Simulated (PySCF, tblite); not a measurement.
**C5H7Cl3GeO: geometry, infrared bands and NMR shifts**

What infrared bands and NMR shifts should C5H7Cl3GeO (`C=[C]([GeH3])OC(=C)C(Cl)(Cl)Cl`) show?

Computed with tblite 0.8.0 and PySCF 2.14.0, with density-fitted response routines of our own, on a single molecule in the gas phase. Atoms count from 0, in the outputs and in this text.

## 1. The starting structure

17 atoms, charge 0, multiplicity 1; geometry from: force field or distance geometry start.

Bonds of the start (Å): C0–C1 1.33, C1–Ge2 1.96, C1–O3 1.38, O3–C4 1.41, C4–C5 1.33, C4–C6 1.49, C6–Cl7 1.79, C6–Cl8 1.76, C6–Cl9 1.76, C0–H10 1.09, C0–H11 1.07, Ge2–H12 1.55, Ge2–H13 1.54, Ge2–H14 1.55, C5–H15 1.07, C5–H16 1.08.

## 2. Optimising the geometry with GFN2-xTB

The job: settings as JSON, then the geometry in Å.

```
{"job": {"kind": "relax", "xc": "GFN2-xTB", "basis": "xTB"}, "charge": 0, "multiplicity": 1}
C      1.745100     0.036300    -1.779900
C      1.168200     0.226400    -0.601100
Ge     2.059800    -0.526200     0.968700
O     -0.005800     0.920300    -0.405100
C     -1.215000     0.304700    -0.033900
C     -1.463300    -0.900300    -0.539100
C     -2.203500     0.972100     0.852500
Cl    -2.639100     2.491900     0.003000
Cl    -3.700600     0.061800     1.044000
Cl    -1.433400     1.371000     2.385800
H      1.301200     0.424700    -2.699300
H      2.654000    -0.522500    -1.794600
H      3.246600    -1.426400     0.557700
H      2.653200     0.681200     1.714800
H      0.979400    -1.269100     1.786600
H     -0.776800    -1.420200    -1.177800
H     -2.377100    -1.413500    -0.292100
```

Command:

```
OMP_NUM_THREADS=1 python probes_run.py task.json out
```

This one command runs all jobs of the session in turn.

Standard output:

```text
step      E/eV     max force
  0    -920.46188    2.638
  1    -920.62773    1.059
  2    -920.72386    0.855
  3    -920.77347    0.923
  4    -920.81235    0.505
  5    -920.84435    0.368
  6    -920.86166    0.355
  7    -920.87953    0.307
  8    -920.89388    0.331
  9    -920.91346    0.326
 10    -920.92985    0.317
 11    -920.94244    0.244
 12    -920.95157    0.201
 13    -920.95995    0.224
 14    -920.96743    0.224
 15    -920.97265    0.164
 16    -920.97566    0.135
 17    -920.97791    0.113
 18    -920.98047    0.128
 19    -920.98261    0.118
 20    -920.98425    0.086
 21    -920.98560    0.081
 22    -920.98694    0.096
 23    -920.98832    0.095
 24    -920.98969    0.099
 25    -920.99101    0.088
 26    -920.99249    0.112
 27    -920.99443    0.136
 28    -920.99678    0.140
 29    -920.99905    0.137
 30    -921.00095    0.101
 31    -921.00266    0.125
 32    -921.00450    0.136
 33    -921.00657    0.151
 34    -921.00846    0.120
 35    -921.00976    0.086
 36    -921.01066    0.078
 37    -921.01155    0.083
 38    -921.01261    0.107
 39    -921.01387    0.099
 40    -921.01520    0.090
 41    -921.01647    0.077
 42    -921.01780    0.093
 43    -921.01950    0.105
 44    -921.02188    0.110
 45    -921.02485    0.167
 46    -921.02789    0.187
 47    -921.03087    0.159
 48    -921.03372    0.123
 49    -921.03619    0.115
 50    -921.03840    0.135
 51    -921.04042    0.111
 52    -921.04215    0.091
 53    -921.04350    0.093
 54    -921.04438    0.081
 55    -921.04513    0.078
 56    -921.04569    0.059
 57    -921.04640    0.073
 58    -921.04697    0.089
 59    -921.04789    0.074
 60    -921.04857    0.058
 61    -921.04914    0.066
 62    -921.04967    0.072
 63    -921.05037    0.097
 64    -921.05120    0.095
 65    -921.05196    0.067
 66    -921.05249    0.048
 67    -921.05286    0.046
 68    -921.05324    0.049
 69    -921.05369    0.061
 70    -921.05422    0.064
 71    -921.05473    0.055
 72    -921.05512    0.040
 73    -921.05540    0.039
 74    -921.05563    0.038
 75    -921.05583    0.032
 76    -921.05600    0.032
 77    -921.05611    0.023
 78    -921.05622    0.027
 79    -921.05635    0.032
 80    -921.05656    0.037
 81    -921.05681    0.038
 82    -921.05702    0.029
 83    -921.05713    0.023
 84    -921.05718    0.016
 85    -921.05722    0.014
 86    -921.05727    0.016
 87    -921.05731    0.014
 88    -921.05735    0.014
 89    -921.05740    0.016
 90    -921.05745    0.015
 91    -921.05750    0.015
 92    -921.05754    0.015
 93    -921.05757    0.016
 94    -921.05760    0.016
 95    -921.05763    0.015
 96    -921.05767    0.017
 97    -921.05771    0.020
 98    -921.05777    0.018
 99    -921.05782    0.016
100    -921.05788    0.019
101    -921.05792    0.018
102    -921.05797    0.016
103    -921.05804    0.020
104    -921.05814    0.029
105    -921.05829    0.038
106    -921.05846    0.046
107    -921.05861    0.038
108    -921.05873    0.023
109    -921.05882    0.023
110    -921.05892    0.032
111    -921.05901    0.034
112    -921.05908    0.021
113    -921.05911    0.010
```

Run time: 5.4 s. Hardware: 1 thread of Intel Xeon at 2.50GHz, shared host.

Along the way: (not every step is listed)

| step | energy from step 0 (eV) | largest force (eV/Å) |
| --- | --- | --- |
| 0 | 0.0000 | 2.6382 |
| 1 | -0.1659 | 1.0594 |
| 2 | -0.2620 | 0.8550 |
| 3 | -0.3116 | 0.9234 |
| 4 | -0.3505 | 0.5049 |
| 5 | -0.3825 | 0.3681 |
| 6 | -0.3998 | 0.3549 |
| 7 | -0.4177 | 0.3071 |
| 8 | -0.4320 | 0.3312 |
| 18 | -0.5186 | 0.1281 |
| 28 | -0.5349 | 0.1399 |
| 38 | -0.5507 | 0.1069 |
| 48 | -0.5718 | 0.1228 |
| 58 | -0.5851 | 0.0894 |
| 68 | -0.5914 | 0.0494 |
| 78 | -0.5943 | 0.0275 |
| 88 | -0.5955 | 0.0145 |
| 98 | -0.5959 | 0.0180 |
| 108 | -0.5969 | 0.0226 |
| 109 | -0.5969 | 0.0232 |
| 110 | -0.5970 | 0.0325 |
| 111 | -0.5971 | 0.0335 |
| 112 | -0.5972 | 0.0207 |
| 113 | -0.5972 | 0.0097 |

Close pairs (by a distance rule), those that changed most:

| bond | before (Å) | after (Å) | change (Å) |
| --- | --- | --- | --- |
| Ge2–H14 | 1.545 | 1.493 | -0.053 |
| O3–C4 | 1.407 | 1.355 | -0.052 |
| Ge2–H12 | 1.545 | 1.495 | -0.050 |
| Ge2–H13 | 1.538 | 1.490 | -0.048 |
| C6–Cl9 | 1.762 | 1.790 | +0.029 |
| C6–Cl7 | 1.795 | 1.775 | -0.020 |
| C4–C6 | 1.486 | 1.503 | +0.017 |
| C0–H10 | 1.092 | 1.078 | -0.014 |

The final coordinates are the input of the step that follows.

## 3. Infrared spectrum with GFN2-xTB

The job: settings as JSON, then the geometry in Å.

```
{"job": {"kind": "ir", "xc": "GFN2-xTB", "basis": "xTB"}, "charge": 0, "multiplicity": 1}
C      1.806526     0.266741    -1.837816
C      1.054990     0.194867    -0.749874
Ge     1.701086    -0.526405     0.963158
O     -0.175279     0.833279    -0.734258
C     -1.200251     0.139868    -0.183248
C     -1.430256    -1.152782    -0.372161
C     -1.982939     1.018169     0.752725
Cl    -2.340429     2.583094    -0.003886
Cl    -3.483883     0.295562     1.315193
Cl    -0.907256     1.288343     2.158060
H      1.463522     0.745547    -2.740625
H      2.798096    -0.150301    -1.835721
H      2.927357    -1.323427     0.652263
H      2.085977     0.588480     1.873809
H      0.729429    -1.411886     1.669859
H     -0.794856    -1.724075    -1.026841
H     -2.258834    -1.653044     0.089454
```

Standard output:

```text
mode    cm-1     km/mol
  1      25.1      0.23
  2      55.5      1.87
  3      59.9      1.06
  4     109.7      0.52
  5     137.8      0.36
  6     174.9      1.07
  7     200.8      0.31
  8     209.8      0.37
  9     240.4      1.41
 10     262.9      6.21
 11     266.5      2.96
 12     303.9      8.84
 13     352.1      0.92
 14     369.9     16.20
 15     406.9      9.48
 16     531.7     20.93
 17     539.6     32.96
 18     542.3     84.58
 19     566.9     41.41
 20     605.1     16.13
 21     678.7      5.87
 22     726.1      3.22
 23     733.0      6.80
 24     739.5     18.64
 25     774.3    282.18
 26     857.0     30.49
 27     858.9     99.13
 28     865.6     80.50
 29     878.3     37.52
 30     905.8     25.40
 31     943.7     18.07
 32    1005.0     47.96
 33    1141.8     81.40
 34    1201.2    132.24
 35    1364.7      1.10
 36    1368.2     11.19
 37    1657.3     44.81
 38    1682.4     41.99
 39    2002.8     98.48
 40    2081.1    549.36
 41    2095.6    340.34
 42    3090.7      7.51
 43    3118.2      5.35
 44    3132.1     19.60
 45    3176.3      6.60
```

It took 4.5 s on 1 thread of Intel Xeon at 2.50GHz, shared host.

The strongest bands and the atoms that carry them (share of the mass-weighted mode):

| cm⁻¹ | km/mol | atoms |
| --- | --- | --- |
| 542 | 84.6 | H12 33 %, H14 18 %, H13 10 % |
| 774 | 282.2 | H14 31 %, H12 30 %, H13 30 % |
| 859 | 99.1 | H14 52 %, H12 27 %, H13 17 % |
| 1142 | 81.4 | C1 51 %, O3 16 %, H10 12 % |
| 1201 | 132.2 | C4 59 %, O3 18 % |
| 2003 | 98.5 | H12 42 %, H14 36 %, H13 22 % |
| 2081 | 549.4 | H12 49 %, H14 48 % |
| 2096 | 340.3 | H13 76 %, H14 15 % |

## 4. NMR shieldings: PBE0/pcSseg-1

Same as in step 3 but for these lines:

```diff
@@ -1,2 +1,2 @@
-{"job": {"kind": "ir", "xc": "GFN2-xTB", "basis": "xTB"}, "charge": 0, "multiplicity": 1}
+{"job": {"kind": "nmr", "xc": "PBE0", "basis": "pcSseg-1"}, "charge": 0, "multiplicity": 1}
 C      1.806526     0.266741    -1.837816
```

Method: GIAO PBE0/pcSseg-1 NMR shielding, non-relativistic, gas phase.

Standard output:

```text
coarse grid: 74752 points
cycle   1  E = -3725.9677931838  dE =  9.166e-01  |g| = 1.133e+00  |ddm| = 4.199e+00
cycle   2  E = -3725.6604296875  dE =  3.074e-01  |g| = 1.635e+00  |ddm| = 2.008e+00
cycle   3  E = -3726.1210492106  dE = -4.606e-01  |g| = 2.985e-01  |ddm| = 1.612e+00
cycle   4  E = -3726.1385206392  dE = -1.747e-02  |g| = 1.090e-01  |ddm| = 4.007e-01
cycle   5  E = -3726.1405528476  dE = -2.032e-03  |g| = 4.052e-02  |ddm| = 1.214e-01
cycle   6  E = -3726.1408688105  dE = -3.160e-04  |g| = 8.218e-03  |ddm| = 3.800e-02
cycle   7  E = -3726.1408813847  dE = -1.257e-05  |g| = 2.219e-03  |ddm| = 9.406e-03
cycle   8  E = -3726.1408824211  dE = -1.036e-06  |g| = 8.749e-04  |ddm| = 2.584e-03
final grid: 153128 points
cycle   9  E = -3726.1409442287  dE =  2.947e-07  |g| = 1.452e-03  |ddm| = 2.446e-03
cycle  10  E = -3726.1409430954  dE =  1.133e-06  |g| = 2.568e-03  |ddm| = 3.236e-03
cycle  11  E = -3726.1409447389  dE = -1.644e-06  |g| = 1.753e-04  |ddm| = 2.119e-03
cycle  12  E = -3726.1409447446  dE = -5.740e-09  |g| = 3.050e-05  |ddm| = 1.634e-04
cycle  13  E = -3726.1409447448  dE = -1.819e-10  |g| = 8.757e-06  |ddm| = 3.448e-05
converged SCF energy = -3726.1409447448

GIAO shielding tensors (ppm)
atom      isotropic    diamagn.    paramagn.     s11        s22        s33       span
  0 C       65.509     253.389    -187.881    -51.947     96.119    152.354    204.302
  1 C       17.085     258.174    -241.089    -84.937     53.954     82.239    167.175
  2 Ge    1592.985    2754.401   -1161.416   1520.887   1608.122   1649.946    129.059
  3 O      137.888     400.181    -262.293     33.415    154.451    225.797    192.383
  4 C       21.273     253.290    -232.017    -84.644     53.894     94.571    179.215
  5 C       80.126     253.605    -173.479    -11.436     78.449    173.364    184.799
  6 C       69.967     240.952    -170.985     51.107     71.512     87.283     36.177
  7 Cl     488.645    1144.584    -655.939    144.073    372.129    949.732    805.659
  8 Cl     522.314    1144.853    -622.539    211.870    412.612    942.460    730.590
  9 Cl     444.927    1145.779    -700.852    104.165    323.769    906.846    802.681
 10 H       25.757      30.052      -4.295     21.450     24.286     31.534     10.084
 11 H       26.357      29.922      -3.566     22.912     24.327     31.831      8.918
 12 H       28.245      28.991      -0.746     21.258     22.898     40.580     19.322
 13 H       27.723      28.376      -0.653     20.379     24.411     38.379     18.000
 14 H       27.449      28.208      -0.758     19.840     25.614     36.894     17.054
 15 H       26.804      30.697      -3.892     24.248     24.966     31.198      6.950
 16 H       25.964      29.370      -3.406     22.153     24.930     30.809      8.656
```

Wall time 3.1 min (1 thread of Intel Xeon at 2.50GHz, shared host); peak memory 1.3 GiB.

Shifts follow as δ = σ(reference) − σ, with reference shieldings (ppm) from runs at the same level and on the same kind of geometry: 1H TMS 31.72, 13C TMS 186.9, 17O H2O 336.1, 73Ge GeMe4 1331, 35Cl HCl 950. The references are single molecules in the gas phase, so shifts against H2O, NH3, PH3, H3PO4 or CFCl3 are not on the usual liquid scales and can be off by tens of ppm. Atoms listed in one row are averaged.

| atoms | environment | σ (ppm) | δ (ppm) |
| --- | --- | --- | --- |
| C1 | alkene carbon bearing oxygen | 17.1 | 169.8 |
| C4 | alkene carbon bearing oxygen | 21.3 | 165.7 |
| C0 | β carbon of an enol-ether or enamine type C=C | 65.5 | 121.4 |
| C6 | allylic fully substituted sp3 carbon bonded to 3 Cl | 70.0 | 117.0 |
| C5 | β carbon of an enol-ether or enamine type C=C | 80.1 | 106.8 |
| H10 | hydrogen on a β carbon of an enol-ether or enamine type C=C | 25.76 | 5.96 |
| H16 | hydrogen on a β carbon of an enol-ether or enamine type C=C | 25.96 | 5.75 |
| H11 | hydrogen on a β carbon of an enol-ether or enamine type C=C | 26.36 | 5.36 |
| H15 | hydrogen on a β carbon of an enol-ether or enamine type C=C | 26.80 | 4.91 |
| H12, H13, H14 | hydrogen on a germanium bonded to C | 27.81 | 3.91 |
| Ge2 | germanium bonded to C, 3 H | 1593 | -262 |
| O3 | ether oxygen | 137.9 | 198.2 |
| Cl7, Cl8, Cl9 | chlorine bonded to C | 485 | 464 |

Charges from the same density, by scheme (e):

| atoms | Mulliken | IAO | Hirshfeld | ESP fit |
| --- | --- | --- | --- | --- |
| C0 | -0.12 | -0.34 | -0.12 | -0.51 |
| C1 | -0.21 | -0.04 | -0.01 | 0.17 |
| Ge2 | 0.30 | 0.45 | 0.27 | 0.15 |
| O3 | -0.42 | -0.30 | -0.10 | -0.24 |
| C4 | 0.15 | 0.18 | 0.04 | 0.42 |
| C5 | -0.06 | -0.35 | -0.12 | -0.43 |
| C6 | -0.37 | 0.01 | 0.09 | -0.60 |
| Cl7, Cl8, Cl9 | 0.06 | -0.02 | -0.01 | 0.11 |

Mayer bond orders: C0–C1 1.96, C1–Ge2 0.79, C1–O3 0.88, O3–C4 1.01, C4–C5 1.91, C4–C6 0.81, C6–Cl7 1.09, C6–Cl8 1.07, C6–Cl9 1.02.

## 5. Outcome

| quantity | value |
| --- | --- |
| strongest single infrared mode (GFN2-xTB) | 2081 cm⁻¹, 549 km/mol |
| zero-point energy (GFN2-xTB) | 61.5 kcal/mol |
| 13C shifts against TMS (PBE0/pcSseg-1) | 169.8, 165.7, 121.4, 117.0, 106.8 ppm |
| 1H shifts against TMS (PBE0/pcSseg-1, means over atoms taken as alike) | 5.96, 5.75, 5.36, 4.91, 3.91 ppm |
| 73Ge shifts against GeMe4 (PBE0/pcSseg-1) | -262 ppm |
| 17O shifts against H2O (PBE0/pcSseg-1) | 198.2 ppm |
| 35Cl shifts against HCl (PBE0/pcSseg-1, means over atoms taken as alike) | 464 ppm |

Over 113 steps the energy fell by 0.597 eV; of the close pairs, Ge2–H14 changed most, 1.545 to 1.493 Å. No mode is imaginary among the 45: a minimum at this level. The strongest single mode, at 2081 cm⁻¹, moves mainly H12 and H14. GFN2-xTB is a fitted tight-binding method: band positions and strengths are rough. Its intensities can rank the bands wrongly. C6 stands next to heavy halogen, whose spin-orbit shielding this run leaves out, so the computed shift lies too far downfield, most of all for carbon beside Br or I. At PBE0/pcSseg-1: Shielding is most anisotropic at Cl7, Cl8, Cl9 (span 780 ppm, paramagnetic term -660 ppm). Spin-orbit coupling is left out, which matters for shieldings and couplings at and beside the heavy atoms.
